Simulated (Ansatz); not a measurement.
# Ir: pressure up to the limit of the methods

The task here is to estimate one member of a computed series from the others.

Method: DFT, PBEsol, PAW with Ansatz's default frozen-core files, scalar-relativistic, in Ansatz 0.2.0.

## The structure to begin with

It takes space group Fm-3m (No. 225, cubic). The conventional cell has a = 3.839 Å, b = 3.839 Å, c = 3.839 Å, α = 90.00°, β = 90.00°, γ = 90.00°. Ir (site symmetry m-3m) is surrounded by 12 Ir at 2.71 Å.

Structure file:

```cif
data_structure
_symmetry_space_group_name_H-M 'Fm-3m'
_symmetry_Int_Tables_number 225
_cell_length_a 3.8395
_cell_length_b 3.8395
_cell_length_c 3.8395
_cell_angle_alpha 90.000
_cell_angle_beta 90.000
_cell_angle_gamma 90.000
_cell_volume 56.60
loop_
_atom_site_label
_atom_site_type_symbol
_atom_site_symmetry_multiplicity
_atom_site_Wyckoff_symbol
_atom_site_fract_x
_atom_site_fract_y
_atom_site_fract_z
_atom_site_occupancy
Ir1 Ir 4 a 0.00000 0.00000 0.00000 1
```

The file gives the conventional cell by its symmetry; the runs use the cell typed in the input.

Whether this phase is the stable one at these pressures isn't tested.

The first run:

File input.yaml:

```yaml
crystal:
  lattice:
    - [0.0, 1.9197388244, 1.9197388244]
    - [1.9197388244, 0.0, 1.9197388244]
    - [1.9197388244, 1.9197388244, 0.0]
  atoms:
    - { symbol: Ir, position: [0.0, 0.0, 0.0] }
kpoints:
  mp_grid: { grid: [19, 19, 19] }
scf:
  occupations: { method: fermi_dirac, width: 0.08 }
hamiltonian:
  xc: pbesol
  pseudopotentials: { kind: paw }
output:
  forces: true
  stress: true
relax:
  f_tol: 0.005
  max_steps: 40
  cell: {}
```

Run with:

```
$ ansatz run input.yaml --threads 1 --pin off --max-ram 2048MiB --backend cpu --events-out ev --progress --plain --runs-dir out
```

Steps of the session up to this table: Cell relaxed at zero pressure, PAW; Volume scaled by 1, PAW; Volume scaled by 1, PAW (cutoff 250 eV); Volume scaled by 0.94, PAW; Volume scaled by 0.88, PAW; Volume scaled by 0.8, PAW; Volume scaled by 0.72, PAW; Volume scaled by 0.64, PAW; Volume scaled by 0.55, PAW; Volume scaled by 0.45, PAW; Volume scaled by 0.45, PAW (cutoff 600 eV).

One table of the session follows, with a row left open; its other results are not shown here.

```
             method  volume over the first  volume (Å³/atom)  pressure (GPa)
                PAW                      1            14.060            0.01
                PAW                   0.94            13.216           27.87
                PAW                   0.88            12.373           67.76
                PAW                    0.8            11.248          149.15
                PAW                   0.72            10.123          282.36
                PAW                   0.64             8.998          505.27
                PAW                   0.55             7.733          957.46
                PAW                   0.45             6.327         1997.87
PAW (cutoff 250 eV)                      1            14.060            8.88
PAW (cutoff 600 eV)                   0.45                 ?               ?
```

Estimate the missing values for PAW (cutoff 600 eV), 0.45.

As computed: volume (Å³/atom): 6.327; pressure (GPa): 1997.18.

Caveats from the session: Warnings in the runs' records: cutoff below recommended.
